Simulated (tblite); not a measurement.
# C15H11P: the cost of one run

Computed with tblite 0.8.0 and PySCF 2.14.0 and routines of our own; the level stands in each step. Atoms count from 0.

## Step 1: The system as given

27 atoms, charge 0, multiplicity 1; geometry from: force field, distance geometry or constructed start.

## Step 2: Relaxing the molecule with GFN2-xTB

The job: settings as JSON, then the geometry in Å.

```
{"job": {"kind": "relax", "xc": "GFN2-xTB", "basis": "xTB"}, "charge": 0, "multiplicity": 1}
C     -3.342500    -0.064400     0.835500
C     -3.041700     1.237800     0.968500
C     -2.540500     2.108900    -0.100400
P     -1.119700     1.812700    -0.980900
C     -0.125300     0.280800    -0.586900
C     -0.769500    -0.974600    -0.639300
C     -0.016800    -2.116300    -0.342400
C      1.334200    -2.020300     0.003800
C      1.980600    -0.785000     0.047700
C      3.337200    -0.732000     0.393900
C      4.022700     0.478800     0.446300
C      3.352000     1.656000     0.159700
C      1.996700     1.621500    -0.178300
C      1.265200     0.404400    -0.253900
C     -2.168200    -1.219800    -1.029300
C     -3.275200    -0.844200    -0.367400
H     -3.777300    -0.582200     1.691100
H     -3.230800     1.731300     1.919500
H     -3.129000     3.024900    -0.298200
H     -0.477600    -3.101600    -0.366300
H      1.872300    -2.934200     0.231100
H      3.883800    -1.643700     0.621000
H      5.081200     0.505000     0.721800
H      3.873300     2.605500     0.196300
H      1.519900     2.574200    -0.402200
H     -2.281500    -1.832000    -1.924500
H     -4.235500    -1.175600    -0.758800
```

On the command line:

```sh
$ OMP_NUM_THREADS=1 python large_run.py task.json out
```

This one command runs all jobs of the session in turn.

**Question.** How long does this first job take on 1 thread of Arm Neoverse N1, shared host, and how much memory does it need?

About 2.1 s, with a peak of 0.18 GiB.
